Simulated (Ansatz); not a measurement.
# GeCN2 (R-3m) in Ansatz: notebook

One crystal, GeCN2, is run at these levels: PBEsol; tasks: single point, equation of state.

Everything below comes from runs of Ansatz 0.2.0. Logs are shortened: lines on timing, memory, paths and dates and some standing lists are left out, and cuts for length are marked.

**1. Starting point**

Symmetry: R-3m, No. 166, trigonal system. The conventional cell has a = 3.588 Å, b = 3.588 Å, c = 14.766 Å, α = 90.00°, β = 90.00°, γ = 120.00°. Ge (site symmetry -3m) has 6 N at 2.40 Å as nearest neighbours. N (site symmetry 3m) has 1 C at 1.24 Å as nearest neighbours. Around C (site symmetry -3m) lie 2 N at 1.24 Å.

The cell comes from a database or a generator and needn't be the stable form of this composition.

**2. Single point, PBEsol, 12.89 Å³/atom (volume scaled by 0.94)**

The input, input.yaml:

```yaml
crystal:
  lattice:
    - [1.7571721281, 1.0145038012, 4.821480913]
    - [-1.7571721281, 1.0145038012, 4.821480913]
    - [0.0, -2.0290076023, 4.821480913]
  atoms:
    - { symbol: Ge, position: [0.0, 0.0, 0.0] }
    - { symbol: "N", position: [0.5839044, 0.5839044, 0.5839044] }
    - { symbol: "N", position: [0.4160956, 0.4160956, 0.4160956] }
    - { symbol: C, position: [0.5, 0.5, 0.5] }
kpoints:
  mp_grid: { grid: [9, 9, 9] }
scf:
  occupations: { method: fermi_dirac, width: 0.05 }
hamiltonian:
  xc: pbesol
  pseudopotentials: { kind: all_electron, lapw: { basis_error: 0.002 } }
output:
  forces: true
  stress: true
  eigenvalues: true
```

Potentials or basis: all-electron LAPW, scalar-relativistic.

The run is started by

```
$ ansatz run input.yaml --threads 2 --pin off --max-ram 6144MiB --backend cpu --events-out ev --progress --plain --runs-dir out
```

Log:

```text
Warning: RAYON_NUM_THREADS=2 ignored (pool sized by the plan → 2); use --threads N
LAPW: plane waves up to 13.549 Å⁻¹, error target 2.0e-3 eV per atom; small_component_spin mean_spin; C in spheres of 0.590 Å, 6 of its electrons in bands, Dirac shells []; N in spheres of 0.623 Å, 7 of its electrons in bands, Dirac shells []; Ge in spheres of 0.853 Å, 22 of its electrons in bands, Dirac shells [] (how accurate: hamiltonian.pseudopotentials.lapw.basis_error, Limitations)
Engine: ansatz 0.2.0, aarch64-unknown-linux-gnu
Pseudopotentials: kind: all_electron
Pseudopotential: Ge, LAPW, valence charge 22, lapw/all_electron/scalar/gaussian/Ge, Koelling and Harmon's equation, gaussian nucleus
Pseudopotential: N, LAPW, valence charge 7, lapw/all_electron/scalar/gaussian/N, Koelling and Harmon's equation, gaussian nucleus
Pseudopotential: C, LAPW, valence charge 6, lapw/all_electron/scalar/gaussian/C, Koelling and Harmon's equation, gaussian nucleus
Functional definition: PBEsol
  exchange = pbesol_x
  correlation = pbesol_c
Crystal: 4 atoms, lattice volume = 51.570 Å³
Basis set: ecut = 699.3909010836132 eV, 2199 PW (Γ), FFT grids on a1−a3, a2−a3, a3, exchange–correlation at level 2
Bands: 26, of which v1, the nominal top of the filled ones, is band 21 counted from 1 (20 counted from 0)
Symmetry: 12 space group operations
Space group: R-3m (ITA 166), of the structure as read, at distance tolerance 3.7e-5 Å
k-points: 85 of 729
Non-local potential: Ge, projectors of the file, none
Non-local potential: N, projectors of the file, none
Non-local potential: C, projectors of the file, none
Initial density: superposition of atomic densities (chi_scale 0.1, normalization cell, long waves kept (reshape's long-wave potential 0.20 eV rms))
Initial wavefunctions: plane waves of lowest kinetic energy (no species holds an atomic orbital)
Functional: x = pbesol(κ = 0.804, μ = 0.12345679012345678), c = pbesol(β = 0.046)
iter 1 solved again at ethr=2.35e-2 eV; its pass at ethr=1.00e-1 eV (dr2=9.86e0 eV) is discarded
SCF iter   1: F=—  HF=-61078.959426 eV  |F-HF|=—  |Δ(HF+E_count)|=         —  Δρ=1.29e-1  dr2=9.91e0  ethr=2.35e-2  ⟨swp⟩=2.0  Hψ=14313  notcnv=0
preconditioner: auto → none  [insulator: Δε(μ)=2.121 eV  Ē_g=18.874 eV  σ=0.050 eV  W_gap=1.00  n_scr=16 (ndim 8)  ℏωp=27.4 eV  f_vac=0.041  D(μ)=0.00/eV (n_scr^D=0)  ε∞_Penn≈3.1]
SCF iter   2: F=—  HF=-61076.049791 eV  |F-HF|=—  |Δ(HF+E_count)|=    2.91e0  Δρ=6.40e-2  dr2=1.60e0  ethr=2.35e-2  ⟨swp⟩=3.0  Hψ=7137  notcnv=0
iter 3 solved again at ethr=2.76e-4 eV; its pass at ethr=3.80e-3 eV (dr2=1.16e-1 eV) is discarded
SCF iter   3: F=—  HF=-61075.522302 eV  |F-HF|=—  |Δ(HF+E_count)|=   5.27e-1  Δρ=1.90e-2  dr2=1.16e-1  ethr=2.76e-4  ⟨swp⟩=2.0  Hψ=11379  notcnv=0
SCF iter   4: F=—  HF=-61075.494411 eV  |F-HF|=—  |Δ(HF+E_count)|=         —  Δρ=7.08e-3  dr2=2.04e-2  ethr=2.76e-4  ⟨swp⟩=3.0  Hψ=6483  notcnv=0
the basis was enlarged: its passes take 24.9 KiB over the memory plan, 2 of 2 planned eigensolver slots
SCF iter   5: F=—  HF=-61075.489441 eV  |F-HF|=—  |Δ(HF+E_count)|=   4.97e-3  Δρ=1.82e-3  dr2=1.73e-3  ethr=4.87e-5  ⟨swp⟩=3.0  Hψ=6585  notcnv=0
SCF iter   6: F=—  HF=-61075.489051 eV  |F-HF|=—  |Δ(HF+E_count)|=   3.90e-4  Δρ=4.07e-4  dr2=5.66e-5  ethr=4.13e-6  ⟨swp⟩=3.0  Hψ=5921  notcnv=0
SCF iter   7: F=—  HF=-61075.489062 eV  |F-HF|=—  |Δ(HF+E_count)|=   1.09e-5  Δρ=1.20e-4  dr2=9.04e-6  ethr=1.35e-7  ⟨swp⟩=2.2  Hψ=5546  notcnv=0
SCF iter   8: F=—  HF=-61075.489065 eV  |F-HF|=—  |Δ(HF+E_count)|=   3.17e-6  Δρ=3.44e-5  dr2=7.10e-7  ethr=2.15e-8  ⟨swp⟩=3.0  Hψ=6292  notcnv=0
SCF iter   9: F=-61075.489065 eV  HF=-61075.489065 eV  |F-HF|=2.88e-8  |Δ(HF+E_count)|=   4.17e-8  Δρ=7.74e-6  dr2=4.68e-8  ethr=1.69e-9  ⟨swp⟩=2.2  Hψ=5544  notcnv=0
SCF 1 converged in 9 iterations: F = -61075.489065 eV  dr2 = 4.68e-8
SCF converged after 9 iterations
Free energy (F): -61075.489065 eV
Harris-Foulkes:  -61075.489065 eV  (|F-HF|=2.88e-8)
Internal energy: -61075.489062 eV  (E = F + TS)
E sigma→0 (E₀):  -61075.489064 eV
Entropy (-TS):   -0.000003 eV (-0.001 meV/atom)
Fermi energy:    8.115044 eV
--- Per-component energies (eV) ---
  E_band       = -3101.272004
  E_kinetic    = 62259.101387
  E_xc         = -2631.300103
  E_electrostatic = -120703.290346  (all electrons and nuclei)
  E_smearing   = -0.000003  (= −TS)
  E_closure    = 0.000000  (closes the sum)
  E_atoms      = -61044.870676  (free atoms, spherical and without spin; not in F)
  Σ components = -61075.489065   (vs F -61075.489065, Δ=0.00e0)
  Basis errors (estimates in eV, not in F): energy 1.2e-3 per atom: plane waves 1.1e-3 (7.1e-4 summed), levels above the bands 4.3e-57, relativity 8.3e-8, radial functions 7.1e-5, core shells 2.3e-7; eigenvalues (radial functions only) 1.1e-5; not estimated: angular momenta, meshes, grids; target (lapw.basis_error) 2.0e-3; muffin-tin radii C 0.590 Å, N 0.623 Å, Ge 0.853 Å
--- Forces (eV/Å), atoms counted from 1 ---
  atom   1  Ge     0.00000000     0.00000000     0.00000000
  atom   2  N      0.00000000     0.00000000     1.94163241
  atom   3  N      0.00000000    -0.00000000    -1.94163241
  atom   4  C      0.00000000     0.00000000    -0.00000000
  max |Σ_I F_I| component: 1.05e-30 eV/Å
--- Stress (GPa, compression-positive) ---
        0.090438       0.000000       0.000000
        0.000000       0.090438       0.000000
        0.000000       0.000000      16.100360
  P = ⅓ Tr σ = 5.4271 GPa (54.271 kbar)
--- Band table (eV; the first three rows and the last of 85) ---
  k-point 0: bands = ["-367.6310", "-367.6310", "-257.8400", "-155.8281", "-103.1422", "-103.1412", "-103.1412", "-17.1042", "-17.1008", "-17.1008", "-17.0880", "-17.0880", "-12.1421", "-9.9420", "-3.5394", "1.8646", "1.9963", "1.9963", "5.4305", "5.4305", "5.8002", "10.0673", "10.9163", "10.9163", "12.4994", "15.1294"]
  k-point 1: bands = ["-367.6310", "-367.6310", "-257.8400", "-155.8280", "-103.1422", "-103.1412", "-103.1412", "-17.1035", "-17.1012", "-17.0983", "-17.0899", "-17.0884", "-12.0964", "-9.9245", "-3.4234", "1.6742", "1.8783", "1.9708", "5.0360", "5.2304", "5.7466", "10.2838", "10.7718", "11.1657", "13.2405", "14.7681"]
  k-point 2: bands = ["-367.6310", "-367.6310", "-257.8400", "-155.8280", "-103.1422", "-103.1412", "-103.1412", "-17.1079", "-17.0978", "-17.0934", "-17.0924", "-17.0889", "-11.9773", "-9.8798", "-3.0871", "0.9359", "1.8853", "1.9112", "4.2408", "4.7803", "5.3977", "10.2618", "11.5637", "11.7597", "13.7673", "14.7943"]
  k-point 84: bands = ["-367.6310", "-367.6310", "-257.8400", "-155.8281", "-103.1422", "-103.1412", "-103.1412", "-17.1034", "-17.1012", "-17.0984", "-17.0901", "-17.0883", "-11.8878", "-10.3241", "-2.6459", "0.7871", "1.6793", "1.9377", "4.7065", "5.2815", "7.2417", "8.8136", "11.4252", "11.9075", "13.2264", "13.4225"]
```

Run time: 64 s. Hardware: 2 threads of Arm Neoverse V1, shared host; peak memory 1.2 GiB.

Results:

```
Free energy            : -61075.4891 eV
Pressure               : 5.4 GPa
Largest force          : 1.942 eV/Å
Band gap on the k mesh : 0.85 eV, indirect (least direct gap 1.57 eV)
```

Caveat: an odd mesh through Γ misses points on the zone boundary, where band edges often lie; forces of over 1 eV/Å show positions far from the minimum, so gaps and moduli don't describe the material at rest.

**3. Single point, PBEsol, 13.17 Å³/atom (volume scaled by 0.96)**

input.yaml: that of step 2 with these lines changed.

```diff
@@ -2,5 +2,5 @@
   lattice:
-    - [1.7571721281, 1.0145038012, 4.821480913]
-    - [-1.7571721281, 1.0145038012, 4.821480913]
-    - [0.0, -2.0290076023, 4.821480913]
+    - [1.7695469874, 1.0216484295, 4.8554361226]
+    - [-1.7695469874, 1.0216484295, 4.8554361226]
+    - [0.0, -2.043296859, 4.8554361226]
   atoms:
```

Potentials or basis: all-electron LAPW, scalar-relativistic.

The run is started by

```
$ ansatz run input.yaml --threads 2 --pin off --max-ram 6144MiB --backend cpu --events-out ev --progress --plain --runs-dir out
```

Wall time 64 s (2 threads of Arm Neoverse V1, shared host); peak memory 1.2 GiB.

The run converged. Its results:

```yaml
Free_energy: -61075.5151 eV
Pressure: 2.2 GPa
Largest_force: 1.265 eV/Å
Band_gap_on_the_k_mesh: 0.90 eV, indirect (least direct gap 1.67 eV)
```

Caveat: an odd mesh through Γ misses points on the zone boundary, where band edges often lie; forces of over 1 eV/Å show positions far from the minimum, so gaps and moduli don't describe the material at rest.

**4. Single point, PBEsol, 13.44 Å³/atom (volume scaled by 0.98)**

input.yaml: that of step 3 with these lines changed.

```diff
@@ -2,5 +2,5 @@
   lattice:
-    - [1.7695469874, 1.0216484295, 4.8554361226]
-    - [-1.7695469874, 1.0216484295, 4.8554361226]
-    - [0.0, -2.043296859, 4.8554361226]
+    - [1.7817511454, 1.0286945034, 4.8889229472]
+    - [-1.7817511454, 1.0286945034, 4.8889229472]
+    - [0.0, -2.0573890068, 4.8889229472]
   atoms:
```

The run is started by

```
$ ansatz run input.yaml --threads 2 --pin off --max-ram 6144MiB --backend cpu --events-out ev --progress --plain --runs-dir out
```

Run time: 64 s. Hardware: 2 threads of Arm Neoverse V1, shared host; peak memory 1.2 GiB.

The run converged. Its results:

| Item | Value |
| --- | --- |
| Free energy | -61075.5202 eV |
| Pressure | -0.7 GPa |
| Largest force | 0.634 eV/Å |
| Band gap on the k mesh | 0.96 eV, indirect (least direct gap 1.76 eV) |

Caveat: an odd mesh through Γ misses points on the zone boundary, where band edges often lie.

**5. Single point, PBEsol, 13.72 Å³/atom**

input.yaml: that of step 4 with these lines changed.

```diff
@@ -2,5 +2,5 @@
   lattice:
-    - [1.7817511454, 1.0286945034, 4.8889229472]
-    - [-1.7817511454, 1.0286945034, 4.8889229472]
-    - [0.0, -2.0573890068, 4.8889229472]
+    - [1.7937903697, 1.0356453528, 4.9219572124]
+    - [-1.7937903697, 1.0356453528, 4.9219572124]
+    - [0.0, -2.0712907056, 4.9219572124]
   atoms:
```

The run is started by

```
$ ansatz run input.yaml --threads 2 --pin off --max-ram 6144MiB --backend cpu --events-out ev --progress --plain --runs-dir out
```

Run time: 64 s. Hardware: 2 threads of Arm Neoverse V1, shared host; peak memory 1.2 GiB.

The run converged. Its results:

* Free energy: -61075.5065 eV
* Pressure: -3.3 GPa
* Largest force: 0.045 eV/Å
* Band gap on the k mesh: 1.00 eV, indirect (least direct gap 1.83 eV)

Caveat: an odd mesh through Γ misses points on the zone boundary, where band edges often lie.

**6. Single point, PBEsol, 13.99 Å³/atom (volume scaled by 1.02)**

input.yaml: that of step 5 with these lines changed.

```diff
@@ -2,5 +2,5 @@
   lattice:
-    - [1.7937903697, 1.0356453528, 4.9219572124]
-    - [-1.7937903697, 1.0356453528, 4.9219572124]
-    - [0.0, -2.0712907056, 4.9219572124]
+    - [1.8056701223, 1.0425041312, 4.9545539055]
+    - [-1.8056701223, 1.0425041312, 4.9545539055]
+    - [0.0, -2.0850082624, 4.9545539055]
   atoms:
```

Potentials or basis: all-electron LAPW, scalar-relativistic.

The run is started by

```
$ ansatz run input.yaml --threads 2 --pin off --max-ram 6144MiB --backend cpu --events-out ev --progress --plain --runs-dir out
```

Run time: 65 s. Hardware: 2 threads of Arm Neoverse V1, shared host; peak memory 1.2 GiB.

It converged, with:

```
Free energy            : -61075.4756 eV
Pressure               : -5.7 GPa
Largest force          : 0.504 eV/Å
Band gap on the k mesh : 1.05 eV, indirect (least direct gap 1.90 eV)
```

Caveat: an odd mesh through Γ misses points on the zone boundary, where band edges often lie.

**7. Single point, PBEsol, 14.26 Å³/atom (volume scaled by 1.04)**

input.yaml: that of step 6 with these lines changed.

```diff
@@ -2,5 +2,5 @@
   lattice:
-    - [1.8056701223, 1.0425041312, 4.9545539055]
-    - [-1.8056701223, 1.0425041312, 4.9545539055]
-    - [0.0, -2.0850082624, 4.9545539055]
+    - [1.8173955815, 1.0492738282, 4.9867272349]
+    - [-1.8173955815, 1.0492738282, 4.9867272349]
+    - [0.0, -2.0985476564, 4.9867272349]
   atoms:
```

The run is started by

```
$ ansatz run input.yaml --threads 2 --pin off --max-ram 6144MiB --backend cpu --events-out ev --progress --plain --runs-dir out
```

It took 65 s on 2 threads of Arm Neoverse V1, shared host; peak memory 1.2 GiB.

Results (log left out):

* Free energy: -61075.4292 eV
* Pressure: -7.8 GPa
* Largest force: 1.017 eV/Å
* Band gap on the k mesh: 1.09 eV, indirect (least direct gap 1.97 eV)

Caveat: an odd mesh through Γ misses points on the zone boundary, where band edges often lie; forces of over 1 eV/Å show positions far from the minimum, so gaps and moduli don't describe the material at rest.

**8. Single point, PBEsol, 14.54 Å³/atom (volume scaled by 1.06)**

input.yaml: that of step 7 with these lines changed.

```diff
@@ -2,5 +2,5 @@
   lattice:
-    - [1.8173955815, 1.0492738282, 4.9867272349]
-    - [-1.8173955815, 1.0492738282, 4.9867272349]
-    - [0.0, -2.0985476564, 4.9867272349]
+    - [1.8289716617, 1.0559572812, 5.0184906852]
+    - [-1.8289716617, 1.0559572812, 5.0184906852]
+    - [0.0, -2.1119145624, 5.0184906852]
   atoms:
```

The run is started by

```
$ ansatz run input.yaml --threads 2 --pin off --max-ram 6144MiB --backend cpu --events-out ev --progress --plain --runs-dir out
```

Run time: 65 s. Hardware: 2 threads of Arm Neoverse V1, shared host; peak memory 1.2 GiB.

The run converged. Its results:

| Property | Result |
| --- | --- |
| Free energy | -61075.3687 eV |
| Pressure | -9.8 GPa |
| Largest force | 1.497 eV/Å |
| Band gap on the k mesh | 1.13 eV, indirect (least direct gap 2.02 eV) |

Caveat: an odd mesh through Γ misses points on the zone boundary, where band edges often lie; forces of over 1 eV/Å show positions far from the minimum, so gaps and moduli don't describe the material at rest.

**9. Equation of state, PBEsol**

Potentials or basis: all-electron LAPW, scalar-relativistic.

This step only gathers the single runs of the series.

Results:

```yaml
Equilibrium_volume: 13.38 Å³/atom
Bulk_modulus_at_fixed_shape_and_positions: 138 GPa
Pressure_derivative_of_the_bulk_modulus: 3.8
```

Energy against volume, from the lowest point:
```tsv
volume (Å³/atom)	energy (meV/atom)
12.893	7.80
13.167	1.29
13.441	0.00
13.716	3.44
13.990	11.16
14.264	22.76
14.538	37.88
```

Caveat: the cell was scaled at fixed shape and fractional positions, which overstates the stiffness of a crystal with free parameters, most of all of layers and chains.
